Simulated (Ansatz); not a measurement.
# BrH3OSi2: one species, many methods

How much do the methods differ for BrH3OSi2? The plan is to run it at one geometry with functionals of several rungs and with coupled cluster. The yardstick is the atomisation energy at the CCSD(T) limit.

Method: functionals in def2-TZVPP, the program's frozen cores in correlated methods; program: Ansatz 0.2.0, Gaussian basis.

Levels to be run: LDA (SPW92), PBE-D4, revPBE-D4, BLYP-D4, r2SCAN-D4, B97M-V, PBE0-D4, B3LYP-D4, r2SCANh-D4, r2SCAN0-D4, HSE06-D4, BHLYP-D4, CAM-B3LYP-D4, LC-ωPBE, ωB97X-V, ωB97M-V, B2PLYP, PBE-QIDH; CCSD(T)/def2-SVP; CCSD(T)/def2-TZVPP; MP2/def2-QZVPP; extrapolation to the limit; RPA on PBE.

## 1. Structure used throughout

All runs share one geometry, relaxed beforehand with PBE0-D4 in a triple-zeta def2 set.

SMILES `[SiH3]O[Si]Br`, 7 atoms, charge 0, spin multiplicity 1.

Atoms are counted from 1 here; the program's logs count them from 0.

Bond lengths: Si1–O2 1.663 Å, Si1–H5 1.482 Å, Si1–H6 1.482 Å, Si1–H7 1.481 Å, O2–Si3 1.626 Å, Si3–Br4 2.293 Å. Angles: O2–Si1–H5 109.6°, O2–Si1–H6 109.5°, O2–Si1–H7 106.8°, H5–Si1–H6 110.5°, H5–Si1–H7 110.2°, H6–Si1–H7 110.2°, Si1–O2–Si3 144.1°, O2–Si3–Br4 101.7°.

As a file:

| atom | x (Å) | y (Å) | z (Å) |
| --- | --- | --- | --- |
| Si1 | 0.2372 | 0.9021 | 0.0281 |
| O2 | 0.7693 | -0.6198 | 0.4369 |
| Si3 | 0.3986 | -2.2027 | 0.3896 |
| Br4 | -1.6423 | -2.1732 | -0.6545 |
| H5 | 0.0435 | 0.9829 | -1.4386 |
| H6 | -1.0329 | 1.1888 | 0.7352 |
| H7 | 1.2878 | 1.8539 | 0.4576 |

## 2. LDA

This LDA is Slater exchange with PW92 correlation.

in.yaml

```yaml
crystal:
  periodic: [false, false, false]
  atoms:
    - {symbol: Si, position_ang: [0.237194, 0.902074, 0.028087]}
    - {symbol: O, position_ang: [0.769268, -0.619832, 0.436886]}
    - {symbol: Si, position_ang: [0.398635, -2.202734, 0.389650]}
    - {symbol: Br, position_ang: [-1.642262, -2.173228, -0.654499]}
    - {symbol: H, position_ang: [0.043543, 0.982905, -1.438567]}
    - {symbol: H, position_ang: [-1.032855, 1.188790, 0.735212]}
    - {symbol: H, position_ang: [1.287776, 1.853925, 0.457632]}
basis:
  gaussian: {orbitals: def2-TZVPP}
hamiltonian: {xc: lda}
output: {orbitals: {seedname: orbitals}}
```

The runs that follow: PBE-D4 (GGA); revPBE-D4 (GGA); BLYP-D4 (GGA); r2SCAN-D4 (meta-GGA); B97M-V (meta-GGA); PBE0-D4 (hybrid); B3LYP-D4 (hybrid); r2SCANh-D4 (hybrid); r2SCAN0-D4 (hybrid); HSE06-D4 (hybrid); BHLYP-D4 (hybrid); CAM-B3LYP-D4 (range-separated); LC-ωPBE-D4 (range-separated); ωB97X-V (range-separated); ωB97M-V (range-separated); B2PLYP (double hybrid); PBE-QIDH (double hybrid); CCSD(T) in def2-SVP; CCSD(T) in def2-TZVPP; MP2 in def2-QZVPP; RPA on PBE orbitals.

Q: Predict the results of all the runs planned. Wanted: atomisation energy, CCSD(T)/CBS; farthest beyond LDA; mean size of error, GGA; mean size of error, meta-GGA; mean size of error, hybrid; mean size of error, range-separated; mean size of error, double hybrid; gap, smallest and largest; T1 diagnostic.

**Answer**, as computed:

| quantity | value |
| --- | --- |
| atomisation energy, CCSD(T)/CBS | 2341.8 kJ/mol |
| functionals within 23.4 kJ/mol (1.0 %) | PBE-D4, r2SCAN-D4, B97M-V, CAM-B3LYP-D4, ωB97X-V, ωB97M-V |
| farthest beyond LDA | BHLYP-D4 (-79.9 kJ/mol) |
| mean size of error, GGA | 37.6 kJ/mol |
| mean size of error, meta-GGA | 13.1 kJ/mol |
| mean size of error, hybrid | 51.2 kJ/mol |
| mean size of error, range-separated | 24.5 kJ/mol |
| mean size of error, double hybrid | 52.2 kJ/mol |
| gap, smallest and largest | 3.25 eV (LDA (SPW92)), 9.79 eV (LC-ωPBE) |
| T1 diagnostic | 0.0120 |
| triples share of the correlation energy | 3.6 % |

**Reading.** LDA overbinds by 279.6 kJ/mol (12 %). PBE-D4 misses by -15.9 kJ/mol. Double hybrids carry the basis error of their MP2 part in triple zeta, and no dispersion term here, so their miss is partly the set-up's. Taken by rung, meta-GGA functionals do best (13.1 kJ/mol on average) and double hybrid ones worst beyond LDA (52.2 kJ/mol). The gap between the best rungs is small, so their order is not settled. The reference freezes the cores and leaves out relativity and excitations past (T), and its outer-core shells are covered unevenly, so misses under about 23.4 kJ/mol can't be ranked. All levels share the lack of spin-orbit coupling, which lowers the free heavy atoms and so the true binding. Hartree-Fock recovers 73 % of the binding; the rest is correlation. CCSD(T) in def2-SVP is off by -217.4 kJ/mol, worse than the median functional, from the basis alone. Orbital gaps span 3.3 to 9.8 eV; exact exchange widens them. The restricted reference is unstable towards a spin-broken one. Correlated methods include outer-core shells of Br, which these sets cover unevenly.
